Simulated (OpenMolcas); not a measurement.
# Ni²⁺ among point charges: CASSCF and CASPT2 levels and susceptibility

Aim: the splitting of the states of Ni²⁺ in the field of 6 point charges, its lowest levels with spin-orbit coupling and its magnetic susceptibility.

The numbers are computed with OpenMolcas 26.06 (state-averaged CASSCF and CASPT2, spin-orbit coupling by RASSI with atomic mean-field integrals), except any that are marked as measured or tabulated.

## (1) What is computed

```
Species                           : Ni²⁺ (nickel, Z = 28, 26 electrons)
Basis                             : ANO-RCC-VDZP [5s4p2d1f], 34 functions
Scalar Hamiltonian                : DKH2, point nucleus
Inactive shells                   : 1s 2s 2p 3s 3p
Active space                      : 8 electrons in 5 orbitals (3d)
Some configurations of this space : 3d8
Orbitals                          : optimised for each spin and parity, averaged over all roots
```

The outer shells:

3d8
```
3d [↑↓][↑↓][↑↓][↑ ][↑ ]
```

The ion sits among 6 point charges of -1.3 e arranged as a tetragonal octahedron (D4h), 1.95 Å from the ion, with the axial distance 2.281 Å.

Each step is its own input file, run in one work folder so that later steps find the files of earlier ones. Labels, J, g values, rates, χT and fits are worked out afterwards by a script from the matrices that RASSI stores. The input lists half of the charges; inversion (Group=XYZ) makes the rest.

## (2) Basis and integrals

Contents of a.inp:

```
&GATEWAY
Coord
1

Ni 0.0 0.0 0.0
Basis=ANO-RCC-VDZP
Group=XYZ
NoMove
AngMom=0.0 0.0 0.0
AMFI
XField
3 Angstrom 0
1.950000 0.000000 0.000000 -1.300000
0.000000 1.950000 0.000000 -1.300000
0.000000 0.000000 2.281500 -1.300000
&SEWARD
```

The run is started by

```
OMP_NUM_THREADS=1 MOLCAS_MEM=1689 MOLCAS_PROJECT=a pymolcas a.inp > a.log
```

## (3) Reference wave functions, triplets of even parity, 10 roots

Contents of a.inp:

```
&RASSCF
FileOrb=start.orb
Symmetry=1
Spin=3
nActEl=8 0 0
Inactive=3 6
Ras2=5 0
CIRoot=10 10 1
SDav=10
CIMx=300
Iter=120 100
PrWF=0.3
OrbListing=Nothing
MaxOrb=0
>>> COPY $Project.JobIph JOB001
```

start.orb holds the contracted functions of the basis, ordered by shell, or the orbitals of the step before.

## (4) Reference wave functions, singlets of even parity, 15 roots

Contents of a.inp:

```
&RASSCF
FileOrb=start.orb
Symmetry=1
Spin=1
nActEl=8 0 0
Inactive=3 6
Ras2=5 0
CIRoot=15 15 1
SDav=15
CIMx=300
Iter=120 100
PrWF=0.3
OrbListing=Nothing
MaxOrb=0
>>> COPY $Project.JobIph JOB002
```

## (5) RASSI: spin-orbit coupling between the states

Contents of a.inp:

```
&RASSI
NrOfJobIphs=2 10 15
1 2 3 4 5 6 7 8 9 10
1 2 3 4 5 6 7 8 9 10 11 12 13 14 15
IphNames
JOB001
JOB002
EJob
SpinOrbit
DIPRint=1.0
SOCoupling=1000.0
Subsets=2
Property=9
'ANGMOM' 1 'ANGMOM' 2 'ANGMOM' 3 'MLTPL  1' 1 'MLTPL  1' 2 'MLTPL  1' 3
'AMFI' 1 'AMFI' 2 'AMFI' 3
SOProperty=3
'ANGMOM' 1 'ANGMOM' 2 'ANGMOM' 3
```

## (6) CASPT2: IPEA 0.25, imaginary shift 0.1 (closed shells correlated: 3s 3p)

Contents of a.inp:

```
>>> COPY JOB001 $Project.JobIph
&CASPT2
Multistate=10 1 2 3 4 5 6 7 8 9 10
NoMult
Frozen=2 3
IPEA=0.25
Imaginary=0.1
MaxIter=60
WThr=0.0 0.3 0.05
PrWF=0.5
NoMix
>>> COPY JOB002 $Project.JobIph
&CASPT2
Multistate=15 1 2 3 4 5 6 7 8 9 10 11 12 13 14 15
NoMult
Frozen=2 3
IPEA=0.25
Imaginary=0.1
MaxIter=60
WThr=0.0 0.3 0.05
PrWF=0.5
NoMix
```

(Steps that only read results are left out.)

Q: Predict the outcome of this session. Wanted: spin-free ground state; first state of the same spin within the active space; lowest level; next level.

As calculated:

| quantity | value |
| --- | --- |
| method | SS-CASPT2, IPEA 0.25, imaginary shift 0.1 (closed shells correlated: 3s 3p) |
| spin-free ground state | 3B1, 1-fold in its orbital part |
| first state of the same spin within the active space | 3E at 2130 cm⁻¹ |
| lowest level | 1-fold B2 |
| next level | 25.4 cm⁻¹ |
| χT at 300 K | 2.15 cm³ K/mol |
| effective moment at 300 K | 4.15 μB |

Cost by method:

| method | time of its own steps | time with the reference |
| --- | --- | --- |
| A. CASSCF | 4.5 s | 4.5 s |
| B. SS-CASPT2, IPEA 0.25, imaginary shift 0.1, +3s 3p | 1.4 s | 5.8 s |

Times are of one thread on a shared host.

**Reading.** The spin-free ground state (3B1) comes to 100 % from free-ion F terms and keeps the highest spin of the shell. χT at 300 K is 2.15, against 1.00 cm³ K/mol for the spin alone, so orbital moment adds to it. The field of point charges can differ much from that of real complexes. Point charges carry no covalency, so the field is a model and not that of real ligands.
